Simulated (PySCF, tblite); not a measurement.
# C5H10Si2: geometry, infrared bands and NMR shifts

Wanted: the infrared bands and NMR shifts of C5H10Si2 (`C=C[C@@H]1C=C[SiH2][SiH2]1`), by calculation.

Computed with tblite 0.8.0 and PySCF 2.14.0, with density-fitted response routines of our own, on a single molecule in the gas phase. Atoms are numbered from 0 throughout.

### Step 1. Starting geometry

17 atoms, charge 0, multiplicity 1; geometry from: force field or distance geometry start.

Bonds of the start (Å): C0–C1 1.31, C1–C2 1.49, C2–C3 1.43, C3–C4 1.31, C4–Si5 1.85, Si5–Si6 2.28, Si6–C2 1.85, C0–H7 1.10, C0–H8 1.08, C1–H9 1.11, C2–H10 1.14, C3–H11 1.15, C4–H12 1.09, Si5–H13 1.44, Si5–H14 1.46, Si6–H15 1.44, Si6–H16 1.47.

### Step 2. Geometry optimisation with GFN2-xTB

What the job is given:

```
{"job": {"kind": "relax", "xc": "GFN2-xTB", "basis": "xTB"}, "charge": 0, "multiplicity": 1}
C     -2.612800    -0.026400    -0.702600
C     -1.803700     0.532100     0.158800
C     -0.319700     0.430000     0.139500
C      0.229900    -0.696900    -0.541000
C      1.467800    -1.081100    -0.370800
Si     2.420700    -0.005100     0.786400
Si     0.449700     0.491600     1.825700
H     -3.687900     0.149800    -0.526700
H     -2.305200    -0.621300    -1.553100
H     -2.237100     1.112500     1.004100
H      0.087700     1.356500    -0.385800
H     -0.427100    -1.329700    -1.237300
H      1.949400    -1.937000    -0.854700
H      3.338000    -0.704200     1.644000
H      2.933800     1.170200     0.087900
H      0.471100     1.782600     2.465900
H      0.038300    -0.611300     2.699400
```

The run is started by

```console
$ OMP_NUM_THREADS=1 python probes_run.py task.json out
```

The driver reads the jobs from task.json and runs them one after another.

**Question.** This job is followed by: GFN2-xTB harmonic vibrations, gas phase; GIAO PBE0/pcSseg-1 NMR shielding, non-relativistic, gas phase. What will the session give for the following? strongest single infrared mode (GFN2-xTB); zero-point energy (GFN2-xTB); ¹³C shifts against TMS (PBE0/pcSseg-1); ¹H shifts against TMS (PBE0/pcSseg-1); ²⁹Si shifts against TMS (PBE0/pcSseg-1).

As calculated:

| quantity | value |
| --- | --- |
| strongest single infrared mode (GFN2-xTB) | 2192 cm⁻¹, 679 km/mol |
| zero-point energy (GFN2-xTB) | 77.4 kcal/mol |
| ¹³C shifts against TMS (PBE0/pcSseg-1) | 163.5, 149.3, 135.0, 116.7, 43.0 ppm |
| ¹H shifts against TMS (PBE0/pcSseg-1) | 6.94, 6.59, 6.47, 5.18, 5.02, 4.45, 4.32, 4.17, 3.63, 3.30 ppm |
| ²⁹Si shifts against TMS (PBE0/pcSseg-1) | -65.8, -71.1 ppm |

**Reading.** Over 100 steps the energy fell by 0.874 eV; of the close pairs, C2–Si6 changed most, 1.854 to 1.940 Å. No mode is imaginary among the 45: a minimum at this level. The strongest single mode, at 2192 cm⁻¹, moves mainly H15 and H14. Unscaled tight-binding wavenumbers are off by several per cent, some by more. Its intensities can rank the bands wrongly.
